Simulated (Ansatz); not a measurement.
# SrRh6: the cost of one run

Program: Ansatz 0.2.0. Level of theory: DFT PBE, scalar-relativistic, plane waves, PAW. These are calculated values, not measurements.

### Step 1. The structure to begin with

Symmetry: Pm-3m, No. 221, cubic system. Conventional cell: a = 4.684 Å, b = 4.684 Å, c = 4.684 Å, α = 90.00°, β = 90.00°, γ = 90.00°. Sr (site symmetry m-3m) is surrounded by 24 Rh at 3.45 Å. Around Rh (site symmetry 4mm) lie 5 Rh at 1.94 Å.

As a file:

```cif
data_structure
_symmetry_space_group_name_H-M 'P 1'
_symmetry_Int_Tables_number 1
_cell_length_a 4.6842
_cell_length_b 4.6842
_cell_length_c 4.6842
_cell_angle_alpha 90.000
_cell_angle_beta 90.000
_cell_angle_gamma 90.000
_cell_volume 102.78
loop_
_atom_site_label
_atom_site_type_symbol
_atom_site_fract_x
_atom_site_fract_y
_atom_site_fract_z
_atom_site_occupancy
Sr1 Sr 0.00000 0.00000 0.00000 1
Rh1 Rh 0.50000 0.50000 0.20700 1
Rh2 Rh 0.50000 0.50000 0.79300 1
Rh3 Rh 0.20700 0.50000 0.50000 1
Rh4 Rh 0.79300 0.50000 0.50000 1
Rh5 Rh 0.50000 0.20700 0.50000 1
Rh6 Rh 0.50000 0.79300 0.50000 1
```

The cell is invented: species swapped into a database cell of PrB6 (Pm-3m, No. 221), with Sr on the Pr sites and Rh on the B sites. The dimensions are guesses.

### Step 2. Probe: one point on a coarse mesh

input.yaml

```yaml
crystal:
  lattice:
    - [4.68422174, 0.0, 0.0]
    - [0.0, 4.68422174, 0.0]
    - [0.0, 0.0, 4.68422174]
  atoms:
    - { symbol: Sr, position: [0.0, 0.0, 0.0] }
    - { symbol: Rh, position: [0.5, 0.5, 0.207] }
    - { symbol: Rh, position: [0.5, 0.5, 0.793] }
    - { symbol: Rh, position: [0.207, 0.5, 0.5] }
    - { symbol: Rh, position: [0.793, 0.5, 0.5] }
    - { symbol: Rh, position: [0.5, 0.207, 0.5] }
    - { symbol: Rh, position: [0.5, 0.793, 0.5] }
basis:
  ecutwfc: 420
kpoints:
  mp_grid: { grid: [4, 4, 4] }
hamiltonian:
  xc: pbe
scf:
  occupations: { method: gaussian, width: 0.1 }
  lower_state_search: "off"
output:
  forces: true
  stress: true
  eigenvalues: true
```

Launch:

```bash
> ansatz run input.yaml --threads 1 --pin off --max-ram 2048MiB --backend cpu --events-out ev --progress --plain --runs-dir out
```

**Question.** How long does this run take on 1 thread of Arm Neoverse N1, shared host, and how much memory does it need?

About 10 s, with a peak of 0.36 GiB.
